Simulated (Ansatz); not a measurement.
Here is an Ansatz 0.2.0 calculation.

input.yaml

```yaml
crystal:
  lattice:
    - [5.381, 0.0, 0.0]
    - [0.0, 3.428, 0.0]
    - [0.0, 0.0, 5.811]
  atoms:
    - { symbol: Ge, position: [0.312, 0.75, 0.917] }
    - { symbol: Ge, position: [0.688, 0.25, 0.083] }
    - { symbol: Ge, position: [0.188, 0.25, 0.417] }
    - { symbol: Ge, position: [0.812, 0.75, 0.583] }
    - { symbol: Ni, position: [0.495, 0.75, 0.31], spin: 1.0 }
    - { symbol: Ni, position: [0.505, 0.25, 0.69], spin: -0.5 }
    - { symbol: Ni, position: [0.005, 0.25, 0.81], spin: 1.0 }
    - { symbol: Ni, position: [0.995, 0.75, 0.19], spin: -0.5 }
hamiltonian:
  xc: pbesol
  pseudopotentials: { kind: paw }
magnetization:
  spin_polarized: true
kpoints:
  mp_grid: { grid: [5, 8, 5] }
scf:
  occupations: { method: fermi_dirac, width: 0.05 }
output:
  forces: true
  stress: true
  eigenvalues: true
```

Potentials or basis: Ansatz PAW.

The run is started by

```sh
$ ansatz run input.yaml --threads 4 --pin off --max-ram 11264MiB --backend cpu --events-out ev --progress --plain --runs-dir out
```

Question: What does it give for the pressure?

Answer: -3.2 GPa.

Question: Predict the largest force.

Answer: 0.180 eV/Å.

Forces on the atoms (eV/Å):
```
Ge  -0.112  0.000 -0.141
Ge   0.112  0.000  0.141
Ge   0.112  0.000 -0.141
Ge  -0.112  0.000  0.141
Ni  -0.051  0.000  0.003
Ni   0.051  0.000 -0.003
Ni   0.051  0.000  0.003
Ni  -0.051  0.000 -0.003
```

Caveat: the PAW data sets come from PBE, with cores solved anew for the run's functional, which leaves a small shift of forces and pressure; the starting moments weren't kept.
